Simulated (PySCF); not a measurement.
# A diatomic session: CaH−

The task here is to estimate one member of a computed series from the others.

Method: Ca aug-cc-pVDZ-X2C, H aug-cc-pVDZ-DK, spin-free X2C with a Gaussian nucleus; program: PySCF 2.14.0.

4 further runs of the same task are left out: 4 set aside as unsound or not needed.

Set-up of the first run:

Settings of the job:

* atoms: Ca, H
* charge: -1
* basis: Ca aug-cc-pVDZ-X2C, H aug-cc-pVDZ-DK
* Hamiltonian: spin-free X2C with a Gaussian nucleus
* basis functions: 45
* electrons treated: 22
* masses in u: 39.9626, 1.0078
* levels: PBE0, PBE, r²SCAN, M06, BHandHLYP, B2PLYP, MP2, SCS-MP2, CCSD, CCSD(T)
* grid: 80 radial by 434 angular points
* occupations: held fixed by the projection of orbital angular momentum
* dissociation limit: Ca + H−, each in its ground configuration
* starting distance in angstrom: 2.010
* values of 2S to try: 0, 2

On the command line:

```console
OMP_NUM_THREADS=1 python dia.py task.json out
```

Among the steps run: The job; PBE0 along the bond; PBE (GGA); r²SCAN (meta-GGA); M06 (hybrid meta-GGA); BHandHLYP (global hybrid GGA); B2PLYP; Correlated methods on the Hartree–Fock reference.

One table of the session follows, with a row left open; its other results are not shown here.

Energy (eV) from each level's lowest point:

| R (Å) | RHF-MP2 | RHF-SCS-MP2 | RHF-CCSD | RHF-CCSD(T) | PBE |
| --- | --- | --- | --- | --- | --- |
| 1.802 | 0.295 | 0.304 | n/a | n/a | 0.232 |
| 1.885 | 0.140 | 0.146 | 0.143 | 0.140 | 0.104 |
| 1.969 | 0.048 | 0.052 | 0.050 | 0.048 | 0.032 |
| 2.032 | 0.013 | 0.014 | 0.014 | 0.013 | 0.006 |
| 2.095 | 0.000 | 0.000 | 0.000 | 0.000 | 0.000 |
| 2.158 | 0.005 | 0.004 | 0.004 | 0.005 | 0.010 |
| 2.242 | 0.034 | 0.031 | 0.032 | 0.033 | 0.041 |
| 2.346 | ? | ? | ? | ? | ? |
| 2.472 | 0.194 | 0.186 | 0.187 | 0.189 | 0.199 |
| 2.640 | 0.344 | 0.334 | n/a | n/a | 0.344 |

**Question.** Estimate the row for R (Å) = 2.346.

Worked estimate for «RHF-MP2». A straight line through the neighbours (2.242, 0.034) and (2.472, 0.194) gives 0.034 + (0.194 − 0.034) × (2.346 − 2.242) / (2.472 − 2.242) = 0.106; a parabola fitted to 4 rows on both sides gives 0.099.

The run gave: RHF-MP2: 0.096; RHF-SCS-MP2: 0.090; RHF-CCSD: 0.092; RHF-CCSD(T): 0.093; PBE: 0.104. In «RHF-MP2» the line misses by +0.010 and the parabola by +0.003.
